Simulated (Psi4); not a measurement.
**GaHOF (SMILES [OH][Ga][F]) at 3 levels**

Wanted: a comparison of 3 runs (UB3LYP/def2-SVP, URPBE-D3(BJ)/6-311G, UB3LYP/def2-TZVP) of GaHOF. 

The calculation is run with Psi4 1.11.

1 further run of the same task is left out (it didn't finish).

### 1 The system as given

The species is GaHOF (4 atoms), meant as a doublet with charge 0. SMILES: `[OH][Ga][F]`. The coordinates come from a PBE0-D4/def2-TZVP relaxation.

Bond lengths: O1–Ga2 1.795 Å, Ga2–F3 1.759 Å, O1–H4 0.961 Å. Angles: O1–Ga2–F3 114.7°, Ga2–O1–H4 113.8°.

### 2 Energy and gradient at UB3LYP/def2-SVP (run 1)

File fgaho.xyz:

```xyz
4
FGaHO
O     -0.928500     0.061200    -0.333300
Ga     0.802400     0.214300     0.117400
F      1.450100    -1.148000     1.023000
H     -1.268400     0.812300    -0.827400
```

File run.py:

```python
import psi4

psi4.set_memory(1600000000)
psi4.set_num_threads(1)
psi4.core.set_output_file('fgaho.out', False)

with open('fgaho.xyz') as f:
    atoms = ''.join(f.readlines()[2:])
molecule = psi4.geometry('0 2\n' + atoms + 'symmetry c1\nno_reorient\nno_com')

options = {'basis': 'def2-SVP', 'reference': 'uks', 'puream': True, 'e_convergence': 1e-09, 'd_convergence': 1e-08, 'scf_type': 'pk', 'dft_radial_points': 99, 'dft_spherical_points': 590, 'maxiter': 200}
psi4.set_options(options)

result, w = psi4.gradient("b3lyp", return_wfn=True)
psi4.oeprop(w, "QUADRUPOLE", "MAYER_INDICES", "MULLIKEN_CHARGES", title="B3LYP")
print('gradient / Eh bohr^-1')
print(result.np.round(6))
print(f'energy = {w.energy():.10f} Eh')
```

Started as:

```bash
$ python run.py
```

fgaho.out:

```text
[...]
  Running in c1 symmetry.
[...]
  Nuclear repulsion =  182.368867515434545
[...]
  Multiplicity = 2
[...]
  Nalpha       = 25
  Nbeta        = 24
[...]
    Number of basis functions: 65
[...]
   @UKS iter   1: -2098.64248917183431   -2.17361e+00   3.79360e-02 DIIS/ADIIS
[...]
   @UKS iter  15: -2100.21778005591932    3.18323e-12   2.76449e-09 DIIS
[...]
   @S^2 Observed:                7.526935486E-01
[...]
  @UKS Final Energy: -2100.21778005591932
   => Energetics <=
    Nuclear Repulsion Energy =            182.3688675154345447
    One-Electron Energy =               -3291.1605325517075471
    Two-Electron Energy =                1084.7420118825834834
    DFT Exchange-Correlation Energy =     -76.1681269022297727
    Empirical Dispersion Energy =           0.0000000000000000
    VV10 Nonlocal Energy =                  0.0000000000000000
    Total Energy =                      -2100.2177800559193201
[...]
  -Total Gradient:
     Atom            X                  Y                   Z
    ------   -----------------  -----------------  -----------------
       1        0.003005768685     0.005805759130    -0.002093293675
       2       -0.004311095609    -0.003606331951     0.000551898295
       3       -0.001583573070     0.003358361733    -0.002228725256
       4        0.002905897906    -0.005477248144     0.003733521911
[...]
  Mulliken Charges: (a.u.)
   Center  Symbol    Alpha    Beta     Spin     Total
       1     O     4.28555  4.09593  0.18962 -0.38148
       2    GA    15.57670 14.85024  0.72647  0.57306
       3     F     4.73459  4.64576  0.08883 -0.38034
       4     H     0.40316  0.40808 -0.00492  0.18876
   Total alpha = 25.00000, Total beta = 24.00000, Total charge =  0.00000
  Mayer Bond Indices:
  Total Bond Index:
  Irrep: 1 Size: 4 x 4
[...]
```

Standard output:

```text
gradient / Eh bohr^-1
[[ 0.003006  0.005806 -0.002093]
 [-0.004311 -0.003606  0.000552]
 [-0.001584  0.003358 -0.002229]
 [ 0.002906 -0.005477  0.003734]]
energy = -2100.2177800559 Eh
```

Run time: 16 s. Hardware: 1 thread of AMD EPYC 7B13 (Zen 3), shared host; peak memory 0.58 GiB.

### 3 The charge distribution at URPBE-D3(BJ)/6-311G (density fitting) (run 2)

File fgaho.sdf:

```

     RDKit          3D

  4  3  0  0  0  0  0  0  0  0999 V2000
   -0.9285    0.0612   -0.3333 O   0  0  0  0  0  0  0  0  0  0  0  0
    0.8024    0.2143    0.1174 Ga  0  0  0  0  0  2  0  0  0  0  0  0
    1.4501   -1.1480    1.0230 F   0  0  0  0  0  0  0  0  0  0  0  0
   -1.2684    0.8123   -0.8274 H   0  0  0  0  0  0  0  0  0  0  0  0
  2  1  1  0
  3  2  1  0
  4  1  1  0
M  RAD  1   2   2
M  END
$$$$
```

File calc.py:

```python
import psi4
from rdkit import Chem

psi4.set_memory(1600000000)
psi4.set_num_threads(1)
psi4.set_output_file('psi4.out', False)

rd = Chem.SDMolSupplier('fgaho.sdf', removeHs=False, sanitize=False)[0]
xyz = rd.GetConformer().GetPositions()
atoms = '\n'.join(f'{a.GetSymbol()} {x:.4f} {y:.4f} {z:.4f}' for a, (x, y, z) in zip(rd.GetAtoms(), xyz))
molecule = psi4.geometry('0 2\n' + atoms + '')

psi4.set_options({
    'reference': 'uks',
})

e, wfn = psi4.energy("rpbe-d3bj2b/6-311G", molecule=molecule, return_wfn=True)
psi4.oeprop(wfn, "DIPOLE", "LOWDIN_CHARGES")
print(f'total energy {e:.8f} hartree = {e * 27.211386:.5f} eV')
```

Started as:

```bash
$ python calc.py
```

psi4.out:

```text
[...]
  Running in c1 symmetry.
[...]
  Nuclear repulsion =  182.368867515434545
[...]
  Multiplicity = 2
[...]
  Nalpha       = 25
  Nbeta        = 24
[...]
    Number of basis functions: 68
[...]
   @DF-UKS iter   1: -2098.24462065021635   -1.13123e+00   5.38441e-02 DIIS/ADIIS
[...]
   @DF-UKS iter  12: -2100.43862656193869   -2.97587e-09   2.12953e-07 DIIS
[...]
   @S^2 Observed:                7.518423648E-01
[...]
  @DF-UKS Final Energy: -2100.43862656193869
   => Energetics <=
    Nuclear Repulsion Energy =            182.3688675154345447
    One-Electron Energy =               -3291.7386560099239432
    Two-Electron Energy =                1103.4199744175766682
    DFT Exchange-Correlation Energy =     -94.4765179594355402
    Empirical Dispersion Energy =          -0.0122945255903286
    VV10 Nonlocal Energy =                  0.0000000000000000
    Total Energy =                      -2100.4386265619386904
[...]
 Multipole Moments:
 ------------------------------------------------------------------------------------
     Multipole            Electronic (a.u.)      Nuclear  (a.u.)        Total (a.u.)
 ------------------------------------------------------------------------------------
 L = 1.  Multiply by 2.5417464519 to convert [e a0] to [Debye]
 Dipole X            :          3.5671498           -3.6501635           -0.0830137
 Dipole Y            :          1.1393270            0.1154909            1.2548178
 Dipole Z            :          0.5011930           -1.1780786           -0.6768856
 Magnitude           :                                                    1.4281573
[...]
```

The script printed:

```text
total energy -2100.43862656 hartree = -57155.84624 eV
```

Wall time 7.2 s (1 thread of AMD EPYC 7B13 (Zen 3), shared host); peak memory 0.38 GiB.

Atomic charges (e):

```
atom  Löwdin
  O1  -0.477
 Ga2  +0.575
  F3  -0.343
  H4  +0.246
```

### 4 Energy and gradient at UB3LYP/def2-TZVP (run 3)

File job.dat:

```
memory 1600 MB

molecule {
  0 2
  O
  Ga 1 r2
  F 2 r3 1 a3
  H 1 r4 2 a4 3 d4

  r2 = 1.795156
  r3 = 1.7594
  a3 = 114.71796
  r4 = 0.961155
  a4 = 113.79072
  d4 = -179.99605
  symmetry c1
  no_reorient
  no_com
}

set {
  reference uks
  puream true
  e_convergence 1e-09
  d_convergence 1e-08
  scf_type pk
  dft_radial_points 99
  dft_spherical_points 590
  maxiter 200
}

energy_value, wavefunction = gradient('b3lyp/def2-TZVP', return_wfn=True)
oeprop(wavefunction, 'DIPOLE', 'MULLIKEN_CHARGES', 'WIBERG_LOWDIN_INDICES', title='B3LYP')
```

Started as:

```bash
$ psi4 -n 1 job.dat job.out
```

job.out:

```text
[...]
  Running in c1 symmetry.
[...]
  Nuclear repulsion =  182.368856294002967
[...]
  Multiplicity = 2
[...]
  Nalpha       = 25
  Nbeta        = 24
[...]
    Number of basis functions: 116
[...]
   @UKS iter   1: -2098.85266605084098   -1.82568e+00   2.78317e-02 DIIS/ADIIS
[...]
   @UKS iter  15: -2100.69270127942082   -3.63798e-12   5.67528e-09 DIIS
[...]
   @S^2 Observed:                7.528416998E-01
[...]
  @UKS Final Energy: -2100.69270127942082
   => Energetics <=
    Nuclear Repulsion Energy =            182.3688562940029669
    One-Electron Energy =               -3291.7691482269819971
    Two-Electron Energy =                1084.8883817345129046
    DFT Exchange-Correlation Energy =     -76.1807910809545774
    Empirical Dispersion Energy =           0.0000000000000000
    VV10 Nonlocal Energy =                  0.0000000000000000
    Total Energy =                      -2100.6927012794208167
[...]
  -Total Gradient:
     Atom            X                  Y                   Z
    ------   -----------------  -----------------  -----------------
       1       -0.000000241801     0.002248467807     0.005271900721
       2       -0.000000199616    -0.005508943142    -0.004425110467
       3        0.000000215883     0.006021059964    -0.002788832869
       4        0.000000220168    -0.002662292841     0.001955498693
[...]
  Mulliken Charges: (a.u.)
   Center  Symbol    Alpha    Beta     Spin     Total
       1     O     4.32873  4.15910  0.16963 -0.48783
       2    GA    15.60535 14.85087  0.75448  0.54378
       3     F     4.71972  4.64338  0.07635 -0.36310
       4     H     0.34620  0.34666 -0.00046  0.30714
   Total alpha = 25.00000, Total beta = 24.00000, Total charge =  0.00000
  Wiberg Bond Indices using Orthogonal Lowdin Orbitals:
  Total Bond Index:
  Irrep: 1 Size: 4 x 4
[...]
```

It took 38 s on 1 thread of AMD EPYC 7B13 (Zen 3), shared host; peak memory 0.71 GiB.

### 5 Overview of the runs

```
run                                  level        task  integrals   energy (Eh)  dipole moment (D)  HOMO energy (eV)  LUMO energy (eV)  wall time
  1                        UB3LYP/def2-SVP    gradient         pk  -2100.217780               3.28             -6.63             -4.02       16 s
  2  URPBE-D3(BJ)/6-311G (density fitting)  properties         df  -2100.438627               3.63             -5.65             -4.50      7.2 s
  3                       UB3LYP/def2-TZVP    gradient         pk  -2100.692701               3.41             -6.80             -4.16       38 s
```

### 6 Results

| quantity | value |
| --- | --- |
| run 3: total energy | -2100.69270 Eh |
| run 3: dipole moment | 3.41 D |
| run 3: HOMO energy (highest over α and β) | -6.80 eV |
| run 3: LUMO energy (lowest over α and β) | -4.16 eV |
| run 3: ⟨S²⟩ | 0.753 |
| run 3: largest force on an atom | 0.363 eV/Å |

What this shows: The dipole moment (its size) runs from 3.28 D (UB3LYP/def2-SVP) to 3.63 D (URPBE-D3(BJ)/6-311G). The two ends differ in method and basis. Totals of different functionals can't be ranked against each other. All runs together took 60 s, the longest 38 s.
